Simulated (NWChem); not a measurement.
**C2H3F2Si (SMILES [H]/[C]=C\[SiH](F)F): levels of theory compared**

We compute a comparison of 3 runs (UHF/STO-3G, UHF/3-21G, UB3LYP/6-31G*) of C2H3F2Si. 

Program for the calculation: NWChem 7.3.0.

### Step 1. The structure to begin with

C2H3F2Si: 8 atoms, total charge 0, spin state doublet. As SMILES, `[H]/[C]=C\[SiH](F)F`. Geometry: relaxed at PBE0-D4/def2-TZVP. This is one conformer, not always the lowest.

Bond lengths: C1–C2 1.305 Å, C2–Si3 1.846 Å, Si3–F4 1.588 Å, Si3–F5 1.588 Å, C1–H6 1.082 Å, C2–H7 1.091 Å, Si3–H8 1.473 Å. Angles: C1–C2–Si3 118.6°, C2–Si3–F4 110.3°, C2–Si3–F5 110.3°, F4–Si3–F5 106.1°, C1–C2–H7 120.9°, Si3–C2–H7 120.5°, C2–C1–H6 137.0°, C2–Si3–H8 112.0°, F4–Si3–H8 109.0°, F5–Si3–H8 108.9°.

### Step 2. Energy and forces at UHF/STO-3G (run 1)

Input file job.nw:

```
start job
title "C2H3F2Si"
memory total 2200 mb
geometry units angstroms noautosym nocenter noautoz
   C     0.855200    0.475100    1.494400
   C     0.948700    0.119800    0.241900
   Si   -0.602400   -0.240700   -0.691900
   F    -0.572000   -1.723000   -1.260300
   F    -0.719900    0.713400   -1.955600
   H     0.063700    0.635800    2.215100
   H     1.921500    0.036900   -0.245900
   H    -1.802600   -0.074200    0.146400
end
basis "ao basis" spherical bse
   C library STO-3G
   Si library STO-3G
   F library STO-3G
   H library STO-3G
end
scf
   doublet
   uhf
   thresh 1e-08
   maxiter 80
end
task scf gradient
```

On the command line:

```bash
nwchem job.nw > job.out
```

Output:

```text
[...]
  functions       =    32
[...]
  wavefunction    = UHF
[...]
         Total SCF energy =   -558.181345418483
      One electron energy =  -1221.175319745742
      Two electron energy =    441.044292311654
 Nuclear repulsion energy =    221.949682015605
                       Sz =      0.5000
                 Sz(Sz+1) =      0.7500
                      S^2 =      1.0991
[...]
                         UHF ENERGY GRADIENTS
    atom               coordinates                        gradient
                 x          y          z           x          y          z
   1 C       1.616094   0.897809   2.824007   -0.016525  -0.016142  -0.052663
   2 C       1.792783   0.226389   0.457125    0.009217   0.012814   0.042621
   3 Si     -1.138371  -0.454857  -1.307501    0.019095  -0.005418  -0.023301
   4 F      -1.080923  -3.255998  -2.381622    0.000241   0.015772   0.006764
   5 F      -1.360414   1.348131  -3.695548    0.001778  -0.009744   0.014069
   6 H       0.120376   1.201488   4.185932    0.003757   0.001530   0.004545
   7 H       3.631108   0.069731  -0.464684    0.005727  -0.001001  -0.004652
   8 H      -3.406420  -0.140218   0.276656   -0.023291   0.002188   0.012617
[...]
```

It took 5.1 s on 1 thread of Intel Xeon Platinum 8488C (Sapphire Rapids), shared host; peak memory 0.1 GiB.

### Step 3. Energy and forces at UHF/3-21G (run 2)

Input file run.py:

```python
from ase import Atoms
from ase.calculators.nwchem import NWChem

atoms = Atoms(['C', 'C', 'Si', 'F', 'F', 'H', 'H', 'H'], positions=[
    [0.855200, 0.475100, 1.494400],
    [0.948700, 0.119800, 0.241900],
    [-0.602400, -0.240700, -0.691900],
    [-0.572000, -1.723000, -1.260300],
    [-0.719900, 0.713400, -1.955600],
    [0.063700, 0.635800, 2.215100],
    [1.921500, 0.036900, -0.245900],
    [-1.802600, -0.074200, 0.146400],
])

calc = NWChem(
    label='c2h3f2si',
    theory='scf',
    memory='2200 mb',
    basis='3-21G',
    basispar='spherical bse',
    scf={'nopen': '1', 'uhf': None, 'thresh': '1e-08', 'maxiter': '80'},
)
atoms.calc = calc

forces = atoms.get_forces()
print(f"energy = {atoms.get_potential_energy():.6f} eV")
print("forces (eV/A):")
for s, f in zip(atoms.symbols, forces):
    print(f"{s:2s} {f[0]:10.5f} {f[1]:10.5f} {f[2]:10.5f}")
```

On the command line:

```bash
export ASE_NWCHEM_COMMAND="nwchem PREFIX.nwi > PREFIX.nwo"
python run.py
```

Output:

```text
energy = -15301.391968 eV
forces (eV/A):
C     0.09091    0.49411    1.69744
C     0.33208   -0.25762   -0.96041
Si   -0.34694    0.34478    1.29275
F    -0.02941   -1.26586   -0.66463
F    -0.15015    0.71595   -1.23218
H     0.27228   -0.10547   -0.42187
H    -0.42043    0.05641    0.28169
H     0.25171    0.01769    0.00730
```

The calculator wrote c2h3f2si.nwi:

```
title "c2h3f2si"

permanent_dir c2h3f2si

scratch_dir c2h3f2si

start c2h3f2si

geometry units angstrom nocenter noautosym noautoz
  C  8.5519999999999996e-01 4.7510000000000002e-01 1.4944000000000000e+00
  C  9.4869999999999999e-01 1.1980000000000000e-01 2.4190000000000000e-01
  Si -6.0240000000000005e-01 -2.4070000000000000e-01 -6.9189999999999996e-01
  F  -5.7199999999999995e-01 -1.7230000000000001e+00 -1.2603000000000000e+00
  F  -7.1989999999999998e-01 7.1340000000000003e-01 -1.9556000000000000e+00
  H  6.3700000000000007e-02 6.3580000000000003e-01 2.2151000000000001e+00
  H  1.9215000000000000e+00 3.6900000000000002e-02 -2.4590000000000001e-01
  H  -1.8026000000000000e+00 -7.4200000000000002e-02 1.4640000000000000e-01
end

memory 2200 mb

basis spherical bse noprint
   * library 3-21G
end

scf
  nopen 1
  uhf
  thresh 1e-08
  maxiter 80
end

task scf gradient
```

c2h3f2si.nwo:

```text
Northwest Computational Chemistry Package (NWChem) 7.3.0
             --------------------------------------------------------

           Job information
           ---------------

    nwchem branch   = 7.3.0
    use scalapack   = T
    input           = c2h3f2si.nwi
    prefix          = c2h3f2si.
    data base       = c2h3f2si/c2h3f2si.db
    status          = startup
    nproc           =        1

           Memory information
           ------------------

[... 5 lines left out ...]
    hardfail = no
[... 127 lines left out ...]
 1-e energy   =   -1219.683495
[... 9 lines left out ...]
 Convergence threshold     :          1.000E-08
[... 16 lines left out ...]
      One electron energy =  -1221.051389201960
[... 9 lines left out ...]
          Final alpha eigenvalues
[... 265 lines left out ...]
                     UHF Final Beta Molecular Orbital Analysis
[... 265 lines left out ...]
                 ----------------------------------------
                 |  Time  |  1-e(secs)   |  2-e(secs)   |
                 ----------------------------------------
                 |  CPU   |       0.00   |       0.50   |
                 ----------------------------------------
                 |  WALL  |       0.00   |       0.50   |
                 ----------------------------------------

 Task  times  cpu:        5.0s     wall:        5.0s
 Total times  cpu:        5.0s     wall:        5.0s
```

It took 6.3 s on 1 thread of Intel Xeon Platinum 8488C (Sapphire Rapids), shared host; peak memory 0.098 GiB.

### Step 4. Energy and forces at UB3LYP/6-31G(d) (Cartesian functions) (run 3)

Input file c2h3f2si.nw:

```
start c2h3f2si
memory total 2200 mb

geometry units angstrom noautosym nocenter noautoz
   C        0.855200       0.475100       1.494400
   C        0.948700       0.119800       0.241900
   Si      -0.602400      -0.240700      -0.691900
   F       -0.572000      -1.723000      -1.260300
   F       -0.719900       0.713400      -1.955600
   H        0.063700       0.635800       2.215100
   H        1.921500       0.036900      -0.245900
   H       -1.802600      -0.074200       0.146400
end

basis "ao basis"
   C library 6-31G*
   Si library 6-31G*
   F library 6-31G*
   H library 6-31G*
end

dft
   xc b3lyp
   mult 2
   grid xfine
   convergence energy 1e-08
   iterations 100
   mulliken
end

task dft gradient
```

On the command line:

```bash
nwchem c2h3f2si.nw > c2h3f2si.out
```

Output:

```text
[...]
          Wavefunction type:  spin polarized.
          No. of atoms     :     8
          No. of electrons :    47
[...]
          Charge           :     0
          Spin multiplicity:     2
[...]
          AO basis - number of functions:    85
[...]
              XC Information
              --------------
                         B3LYP Method XC Potential
                     Hartree-Fock (Exact) Exchange  0.200
                        Slater Exchange Functional  0.800 local
                    Becke 1988 Exchange Functional  0.720 non-local
              Lee-Yang-Parr Correlation Functional  0.810
                  VWN I RPA Correlation Functional  0.190 local
[...]
 d= 0,ls=0.0,diis     1   -567.1176472353 -7.89D+02  9.06D-03  2.33D-01     4.6
[...]
 d= 0,ls=0.0,diis    13   -567.2165048032 -2.33D-09  3.66D-07  6.03D-10    59.8
[...]
         Total DFT energy =     -567.216504803240
      One electron energy =    -1225.659805799315
           Coulomb energy =      490.409609359554
    Exchange-Corr. energy =      -53.915990379084
 Nuclear repulsion energy =      221.949682015605
[...]
      Total Density - Mulliken Population Analysis
     ---------------------------------------------
    Atom       Charge   Shell Charges
 -----------   ------   -------------------------------------------------------
    1 C    6     6.15   1.99  0.74  1.89  0.65  0.90 -0.01
    2 C    6     6.35   1.99  0.70  2.08  0.60  0.97  0.01
    3 Si  14    13.04   2.00  1.99  5.96  0.99  1.51  0.09  0.24  0.26
    4 F    9     9.36   1.99  0.95  3.32  0.92  2.09  0.08
    5 F    9     9.36   1.99  0.95  3.32  0.92  2.09  0.08
    6 H    1     0.82   0.52  0.31
    7 H    1     0.81   0.52  0.29
    8 H    1     1.11   0.52  0.59
[...]
      <S2> =      0.7592 (Exact =     0.7500)
[...]
  wavefunction    = open shell
[...]
```

Wall time 69 s (1 thread of Intel Xeon Platinum 8488C (Sapphire Rapids), shared host); peak memory 0.15 GiB.

### Step 5. Overview of the runs

| run | level | Cartesian functions | iteration cap | energy (Eh) | dipole moment (D) | HOMO energy (eV) | LUMO energy (eV) | wall time |
| --- | --- | --- | --- | --- | --- | --- | --- | --- |
| 1 | UHF/STO-3G | no | 80 | -558.181345 | 1.33 | -8.20 | 8.04 | 5.1 s |
| 2 | UHF/3-21G | no | 80 | -562.315788 | 2.60 | -10.86 | 3.07 | 6.3 s |
| 3 | UB3LYP/6-31G* (Cartesian functions) | yes | 100 | -567.216505 | 1.68 | -6.53 | -2.36 | 69 s |

### Step 6. Summary of results

| quantity | value |
| --- | --- |
| run 3: total energy | -567.21650 Eh |
| run 3: dipole moment | 1.68 D |
| run 3: HOMO energy (highest over α and β) | -6.53 eV |
| run 3: LUMO energy (lowest over α and β) | -2.36 eV |
| run 3: ⟨S²⟩ | 0.759 |
| run 3: largest force on an atom | 0.690 eV/Å |

**Reading.** The dipole moment (its size) runs from 1.33 D (UHF/STO-3G) to 2.60 D (UHF/3-21G). In run 1 the basis is minimal, so the values are rough. Spin contamination of the reference: run 1 ⟨S²⟩ = 1.10, run 2 ⟨S²⟩ = 0.96. All runs together took 80 s, the longest 69 s.
